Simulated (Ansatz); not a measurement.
# CH5BS2: the cost of one run

All numbers are computed with Ansatz 0.2.0 through its Python package. Level of theory: CAM-B3LYP/cc-pVDZ.

## 1. Starting point

Bond lengths: C1–B2 1.565 Å, B2–S3 1.858 Å, S3–S4 2.190 Å, C1–H5 1.053 Å, C1–H6 1.169 Å, C1–H7 1.122 Å, B2–H8 1.154 Å, S4–H9 1.419 Å. Angles: C1–B2–S3 118.7°, C1–B2–H8 122.4°, S3–B2–H8 118.9°, B2–C1–H5 114.1°, B2–C1–H6 108.8°, B2–C1–H7 109.7°, H5–C1–H6 109.3°, H5–C1–H7 110.3°, H6–C1–H7 104.2°, B2–S3–S4 93.8°, S3–S4–H9 90.9°.

No structure file is read: the coordinates are typed or built in the script.

## 2. Script

Input file tae.py:

```python
"""Atomisation energy of CH5BS2 at the given geometry."""

from collections import Counter

import ansatz as az


def single_point(molecule, charge=0, unpaired=0):
    calc = molecule.calculation().basis(gaussian="cc-pVDZ").functional("cam_b3lyp")
    if charge:
        calc = calc.charge(charge)
    if unpaired:
        calc = calc.spin("collinear", total=unpaired)
    return calc.run(threads=1, pin="off").report["free_energy_ev"]

GEOMETRY = """
C    -0.68720    0.59330    0.77020
B    -0.69180   -0.52970   -0.31910
S     0.67640   -1.78740   -0.31030
S     1.99100   -0.58090   -1.57930
H     0.13180    0.54790    1.43030
H    -0.69840    1.63440    0.23920
H    -1.65040    0.56640    1.34410
H    -1.49150   -0.58220   -1.15010
H     2.50870    0.09170   -0.44200
"""

mol = az.Crystal.molecule()
for line in GEOMETRY.strip().splitlines():
    symbol, *xyz = line.split()
    mol = mol.atom(symbol, [float(v) for v in xyz])

# Hund ground states
unpaired = {"C": 2, "B": 1, "S": 2, "H": 1}
counts = Counter(site.symbol for site in mol.cartesian_sites)
atom_energy = {s: single_point(az.Crystal.molecule().atom(s, (0, 0, 0)), 0, unpaired[s]) for s in counts}
whole = single_point(mol, 0, 0)
for s, e in atom_energy.items():
    print(f"{s:2s} x{counts[s]}  {e:14.5f} eV")
print(f"CH5BS2: {whole:.5f} eV")
split = sum(counts[s] * e for s, e in atom_energy.items()) - whole
print(f"atomisation energy (no zero-point term): {split:.3f} eV, {split / sum(counts.values()):.3f} eV an atom")
```

## 3. The input behind the calls

The engine receives this input (first run):

```yaml
crystal:
  periodic: [false, false, false]
  atoms:
    - { symbol: C, position_ang: [0.0, 0.0, 0.0] }
basis:
  gaussian:
    orbitals: cc-pVDZ
hamiltonian:
  xc: cam_b3lyp
magnetization:
  spin_polarized: true
  initial_magnetization: 2.0
```

## 4. Launch

Launch:

```sh
$ python tae.py
```

What time and memory should one allow on 1 thread of Arm Neoverse V1, shared host?

About 4.9 s, with a peak of 0.25 GiB.
